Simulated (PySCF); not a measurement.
# H3O3Pb (Pb(OH)3-): the cost of one run

Computed with PySCF 2.14.0. Level: PBE0, Pb def2-SVP with ECP60, O def2-SVP, H def2-SVP; scalar-relativistic core potentials, no spin–orbit coupling.

1 further run of the same task is left out (for a known fault of the program).

## (1) Starting geometry

7 atoms, charge -1, spin multiplicity 1.

Bond lengths: Pb1–O2 2.138 Å, Pb1–O4 2.138 Å, Pb1–O6 2.138 Å, O2–H3 0.966 Å, O4–H5 0.966 Å, O6–H7 0.966 Å. Angles: O2–Pb1–O4 120.0°, O2–Pb1–O6 120.0°, O4–Pb1–O6 120.0°, Pb1–O2–H3 158.7°, Pb1–O4–H5 158.7°, Pb1–O6–H7 158.7°.

Geometry (Å):

```xyz
7
charge -1, multiplicity 1
Pb    0.00000    0.00000    0.00000
O     2.13840    0.00000    0.00000
H     3.03840    0.00000    0.35000
O    -1.06920    1.85190    0.00000
H    -1.51920    2.63130    0.35000
O    -1.06920   -1.85190    0.00000
H    -1.51920   -2.63130    0.35000
```

Formal oxidation states: Pb +2.

## (2) SCF at the start, singlet

The input, run.py (the lines that set the calculation):

```python
mol = gto.M(atom='''
Pb     0.00000     0.00000     0.00000
O      2.13840     0.00000     0.00000
H      3.03840     0.00000     0.35000
O     -1.06920     1.85190     0.00000
H     -1.51920     2.63130     0.35000
O     -1.06920    -1.85190     0.00000
H     -1.51920    -2.63130     0.35000''',
    basis={'Pb': 'def2-SVP', 'O': 'def2-SVP', 'H': 'def2-SVP'},
    ecp={'Pb': 'def2-SVP'},
    charge=-1, spin=0)
mf = dft.RKS(mol, xc='PBE0')
mf.grids.atom_grid = (50, 194)
mf = mf.density_fit()  # fitting sets: Pb def2-universal-JKFIT, O def2-universal-JKFIT, H def2-universal-JKFIT
mf.conv_tol = 1e-08; mf.max_cycle = 55
mf.kernel(dm0)  # dm0: free metal ions and neutral atoms
```

Command:

```console
> OMP_NUM_THREADS=2 python run.py
```

**Question.** How long does this run take on 2 threads of Intel Xeon 6975P-C (Granite Rapids), shared host, and how much memory does it need?

About 1.6 s, with a peak of 0.42 GiB.
